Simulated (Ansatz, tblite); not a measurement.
**The cluster Sn₃Bi₂: a ladder of methods and basis sets**

How do method and basis change the picture of the cluster Sn₃Bi₂ (singlet)?

Method: as each input shows; program: Ansatz 0.2.0, Gaussian basis.

The runs, in order: GFN1-xTB, GFN2-xTB, PBE-D4/def2-TZVP, r2SCAN-D4/def2-TZVP, ωB97M-V/def2-TZVP, B3LYP-D4/def2-TZVP, PBE-D4/def2-SVP, PBE0-D4/def2-SVP, PBE0-D4/def2-TZVPD, PBE-D4/def2-TZVPD, r2SCAN-D4/def2-TZVPD, CCSD(T)/def2-SVP, MP2/def2-TZVP, RPA/def2-TZVP.

4 further runs of the same task are left out: 2 that didn't finish, 2 set aside as unsound or not needed.

## 1. The relaxed structure

The singlet was relaxed beforehand with PBE-D4/def2-SVP. At that level it is the lowest of the isomers that a small search found.

5 atoms, charge 0, spin multiplicity 1.

Bond lengths: Bi1–Bi2 3.078 Å, Bi1–Sn3 3.040 Å, Bi1–Sn4 3.167 Å, Bi1–Sn5 3.040 Å, Bi2–Sn3 3.040 Å, Bi2–Sn4 3.167 Å, Bi2–Sn5 3.040 Å, Sn3–Sn4 2.923 Å, Sn4–Sn5 2.923 Å. Angles: Bi2–Bi1–Sn3 59.6°, Bi2–Bi1–Sn4 60.9°, Bi2–Bi1–Sn5 59.6°, Sn3–Bi1–Sn4 56.2°, Sn3–Bi1–Sn5 103.5°, Sn4–Bi1–Sn5 56.2°, Bi1–Bi2–Sn3 59.6°, Bi1–Bi2–Sn4 60.9°, Bi1–Bi2–Sn5 59.6°, Sn3–Bi2–Sn4 56.2°, Sn3–Bi2–Sn5 103.5°, Sn4–Bi2–Sn5 56.2°, Bi1–Sn3–Bi2 60.8°, Bi1–Sn3–Sn4 64.1°, Bi2–Sn3–Sn4 64.1°, Bi1–Sn4–Bi2 58.2°, Bi1–Sn4–Sn3 59.7°, Bi1–Sn4–Sn5 59.7° and more.

Bi, Sn take a core potential in the def2 sets. No spin-orbit coupling is included.

PBE0-D4/def2-TZVP was run before; its log isn't repeated, and its numbers join the tables.

## 2. GFN1-xTB

Tight binding, by tblite at 300 K electronic temperature and without a spin-polarisation term:

```python
tblite.interface.Calculator('GFN1-xTB', numbers, positions, charge=0, uhf=0).singlepoint()
```

Energy -326.9577 eV, HOMO -8.54 eV, LUMO -6.50 eV; 0.036 s.

## 3. GFN2-xTB

Tight binding, by tblite at 300 K electronic temperature and without a spin-polarisation term:

```python
tblite.interface.Calculator('GFN2-xTB', numbers, positions, charge=0, uhf=0).singlepoint()
```

Energy -306.2585 eV, HOMO -8.96 eV, LUMO -7.05 eV; 0.038 s.

## 4. PBE-D4/def2-TZVP

start.molden holds the orbitals of an earlier run on this state, given as this run's starting guess.

File in.yaml:

```yaml
crystal:
  periodic: [false, false, false]
  atoms:
    - {symbol: Bi, position_ang: [-1.010124, -0.078767, 1.521224]}
    - {symbol: Bi, position_ang: [-0.766900, -0.775160, -1.466858]}
    - {symbol: Sn, position_ang: [-0.932725, 2.124989, -0.571167]}
    - {symbol: Sn, position_ang: [1.605127, 0.771321, -0.049103]}
    - {symbol: Sn, position_ang: [1.104633, -2.042383, 0.565905]}
basis:
  gaussian: {orbitals: def2-TZVP, initial_orbitals: start.molden}
hamiltonian: {xc: pbe, dispersion: d4}
scf: {omitted_lower_state_checks: [starts]}
output: {orbitals: {seedname: orbitals}}
```

Run with:

```sh
> ansatz run in.yaml --threads 4 --pin off --events-out ev --progress --plain --max-ram 4787MiB
```

The runs that follow: r2SCAN-D4/def2-TZVP; ωB97M-V/def2-TZVP; B3LYP-D4/def2-TZVP; PBE-D4/def2-SVP; PBE0-D4/def2-SVP; PBE0-D4/def2-TZVPD; PBE-D4/def2-TZVPD; r2SCAN-D4/def2-TZVPD; CCSD(T)/def2-SVP; MP2/def2-TZVP; RPA/def2-TZVP.

Q: Predict the results of all the runs planned. Wanted: gap in def2-TZVP, named functionals, smallest and largest; correlation energy, CCSD(T)/def2-SVP; correlation energy, MP2/def2-TZVP; binding an atom, CCSD(T)/def2-SVP; PBE0 total energy, smallest basis above largest.

The runs gave:

| quantity | value |
| --- | --- |
| gap in def2-TZVP, named functionals, smallest and largest | 2.04 eV (PBE-D4), 6.38 eV (ωB97M-V) |
| correlation energy, CCSD(T)/def2-SVP | -15.92 eV |
| correlation energy, MP2/def2-TZVP | -50.60 eV |
| binding an atom, CCSD(T)/def2-SVP | 1.962 eV |
| PBE0 total energy, smallest basis above largest | 0.85 eV (def2-SVP, def2-TZVPD) |

**Reading.** Over the named functionals in def2-TZVP the gap runs from 2.04 eV (PBE-D4) to 6.38 eV (ωB97M-V); exact exchange widens it. The functionals in def2-TZVP miss CCSD(T)/def2-SVP by +0.274 (ωB97M-V) to +0.653 eV (PBE-D4) an atom. The yardstick is in a double-zeta basis, so levels in larger sets aren't compared like for like. The reference is CCSD(T) in one finite basis, so it carries an error of its own, often a tenth of an eV or more, and near misses can't be ranked.
